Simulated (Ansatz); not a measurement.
# Co in Ansatz: the effect of functional

Slab: Co, a slab with vacuum.

```xyz
7
Lattice="2.4706 0.0000 0.0000 -1.2353 2.1396 0.0000 0.0000 0.0000 27.1324" Properties=species:S:1:pos:R:3 pbc="T T T"
Co    0.0000    1.4264    7.5000
Co    0.0000    0.0000    9.5221
Co    1.2353    0.7132   11.5441
Co    0.0000    0.0000   13.5662
Co    0.0000    1.4264   15.5882
Co    0.0000    0.0000   17.6103
Co    1.2353    0.7132   19.6324
```

The cell isn't the ideal one: the (0 0 1) slab of Co, cut from the database cell, not relaxed.

Alike in all runs:

```yaml
Program: Ansatz 0.2.0
Task: band structure
Potentials_or_basis: Ansatz PAW
k_mesh: 12 × 12 × 1
Occupations: fermi-dirac, width 0.05 eV
Spin: collinear spin, ferromagnetic start
Starting_moments: "[2.0, 2.0, 2.0, 2.0, 2.0, 2.0, 2.0] μB"
```

```csv
functional,cutoff,moment (μB),largest force (eV/Å),work function (eV)
LDA,420 eV (not typed: the program's choice for these potentials),11.50,0.79,5.42
PBEsol,420 eV (not typed: the program's choice for these potentials),?,?,?
RPBE,420 eV (not typed: the program's choice for these potentials),11.97,0.38,4.92
revPBE,420 eV (not typed: the program's choice for these potentials),11.95,0.38,4.94
BLYP,420 eV (not typed: the program's choice for these potentials),11.63,0.34,4.75
r2SCAN,500 eV (not typed: the program's choice for these potentials),12.46,0.50,5.14
```

**Question.** What does the run with functional PBEsol give?

**Answer.** Moment 11.87 μB; largest force 0.53 eV/Å; work function 5.19 eV.

Caveats: the PAW data sets come from PBE, with cores solved anew for the run's functional, which leaves a small shift of forces and pressure; the magnetic or orbital state may not be the lowest (some runs).

Runs at the PBE level aren't shown here.
